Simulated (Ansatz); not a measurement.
ZrTaC₂, space group R-3m, a band structure

Program: the Python package of Ansatz (0.2.0).

The script, `bands_zrtac2.py`:
```python
# -*- coding: utf-8 -*-
"""Bands of ZrTaC2 along a path through the zone."""

from dataclasses import dataclass
import warnings

import ansatz as az
import numpy as np
from pymatgen.core import Lattice, Structure
from pymatgen.io.ase import AseAtomsAdaptor


@dataclass(frozen=True)
class Options:
    smearing: str = "Fermi-Dirac"
    smearing_width: float = 0.01
    functional: str = "LDA"
    k_length: int = 12
    n_empty: int = 10


settings = Options()

warnings.simplefilter("ignore", az.DeckWarning)

pmg_structure = Structure(
    Lattice([(1.61628, 0.93316, 5.30647), (-1.61628, 0.93316, 5.30647), (0.0, -1.86631, 5.30647)]),
    ["Zr", "Ta", "C", "C"],
    [
        (0.0, 0.0, 0.0),
        (0.5, 0.5, 0.5),
        (0.75472, 0.75472, 0.75472),
        (0.24528, 0.24528, 0.24528),
    ],
)
crystal = az.Crystal.from_ase(AseAtomsAdaptor.get_atoms(pmg_structure))

# high-symmetry points in fractions of the reciprocal vectors
path = [
    ("H_0", (0.5, -0.18728, 0.18728)),
    ("L", (0.5, 0.0, 0.0)),
    ("G", (0.0, 0.0, 0.0)),
    ("S_0", (0.34364, -0.34364, 0.0)),
]
setup = (
    crystal.calculation()
    .occupations(settings.smearing, width=settings.smearing_width)
    .functional(settings.functional)
    .pseudopotentials("nc")
    .kpoints(length=settings.k_length)
    .band_structure([point for _, point in path], intervals=6)
    .scf(extra_bands=settings.n_empty)
    .density()
    .band_table()
)
history = []
outcome = setup.session().plan().execute(on_event=lambda event: history.append(event["data"]["dr2_ev"]) if event["event"] == "scf_iter" else None)
rep = outcome.report
print("density residual by iteration (eV):", " ".join(f"{value:.1e}" for value in history[:40]))

print("%-22s %14.5f eV" % ("F = E - TS", rep["free_energy_ev"]))
print("%-22s %14.5f eV" % ("E", rep["internal_energy_ev"]))
print("%-22s %14.5f eV" % ("Harris-Foulkes", rep["harris_foulkes_ev"]))
print("%-22s %14.5f eV" % ("Fermi level", rep["fermi_energy_ev"]))

rho = outcome.density()
total = sum(ch.density_e_per_ang3 for ch in rho.channels[:2]) if len(rho.channels) < 3 else rho.channels[0].density_e_per_ang3
print("grid", rho.dims, "electrons", round(float(total.mean() * rho.cell_volume_ang3), 4))
profile = total.mean(axis=(0, 1))
print("planar average along grid axis 2 (e/A^3):")
print(np.array2string(profile[:: max(len(profile) // 16, 1)], precision=4))

gap = None if "band_edges_ev" not in rep else rep["band_edges_ev"][1] - rep["band_edges_ev"][0]
print("gap on the k mesh:", "withheld (metal, or smearing too wide to tell)" if gap is None else f"{gap:.3f} eV")
print("lowest empty less highest filled band, by band count:", round(rep["gap_by_band_count_ev"], 3), "eV")

bands = outcome.band_structure()
fermi = bands.fermi_energy_ev
print(f"zero of the bands: {fermi:.3f} eV, the Fermi level found on the SCF mesh")
for spin, channel in enumerate(bands.channels):
    levels = channel.eigenvalues_ev - fermi
    crossing = [b for b in range(levels.shape[1]) if levels[:, b].min() < 0 < levels[:, b].max()]
    print(f"channel {spin}: bands that cross the Fermi level on this path:", [b + 1 for b in crossing] or "none")
    shown = crossing or sorted(np.argsort(np.abs(levels).min(axis=0))[:2])
    for k, row in zip(bands.kpoints_frac, levels[:, shown]):
        print(f"{k[0]:7.3f} {k[1]:7.3f} {k[2]:7.3f}  ", " ".join(f"{e:8.3f}" for e in row))
```

```console
$ python bands_zrtac2.py
density residual by iteration (eV): 9.5e+00 1.3e+01 3.4e-01 6.4e-02 2.1e-01 6.6e-03 4.1e-03 4.6e-04 7.9e-05 2.2e-06 1.2e-07 5.2e-08
F = E - TS                -3484.09066 eV
E                         -3484.08912 eV
Harris-Foulkes            -3484.09066 eV
Fermi level                  17.24617 eV
grid (36, 64, 36) electrons 33.0
planar average along grid axis 2 (e/A^3):
[0.6961 0.7037 0.7077 0.6669 0.6043 0.6075 0.6795 0.7395 0.7528 0.7497
 0.7528 0.7395 0.6795 0.6075 0.6043 0.6669 0.7077 0.7037]
gap on the k mesh: withheld (metal, or smearing too wide to tell)
lowest empty less highest filled band, by band count: -3.132 eV
zero of the bands: 17.246 eV, the Fermi level found on the SCF mesh
channel 0: bands that cross the Fermi level on this path: [17]
  0.500  -0.187   0.187      0.742
  0.500  -0.156   0.156      1.220
  0.500  -0.125   0.125      1.583
  0.500  -0.094   0.094      1.355
  0.500  -0.062   0.062      0.846
  0.500  -0.031   0.031      0.358
  0.500   0.000  -0.000      0.145
  0.417  -0.000  -0.000     -0.090
  0.333  -0.000  -0.000     -0.320
  0.250   0.000  -0.000     -0.437
  0.167   0.000   0.000     -0.459
  0.083  -0.000  -0.000     -0.435
  0.000   0.000   0.000      0.009
  0.057  -0.057   0.000     -0.314
  0.115  -0.115   0.000      0.055
  0.172  -0.172   0.000      0.635
  0.229  -0.229   0.000      1.350
  0.286  -0.286   0.000      1.658
  0.344  -0.344   0.000      0.791
```

Notes:
- These settings explore the input space; cutoff and mesh may be short of convergence.
- For a metal this mesh is far too coarse, so the numbers only illustrate the procedure.
- The zero of the levels is a convention of the potentials, so an absolute Fermi energy is no work function.
- A gap by band count of zero or less means overlapping bands, a metal, and at an odd count of electrons it is no gap at all.
- Grid values close to the nuclei reflect the PAW or pseudopotential construction, not the all-electron fields.
- This cell is a computed structure, which may not be the phase found in nature.
- Gaps and levels are Kohn-Sham values on a finite set of k-points, without spin-orbit coupling.
- The whole script took 5.3 s on 1 thread of Arm Neoverse V2, on a shared host, peak memory 0.44 GiB.

(A comment or docstring line of the script was reworded after the run, the code is as it ran; lines on the test bed's own set-up are left out of the output.)
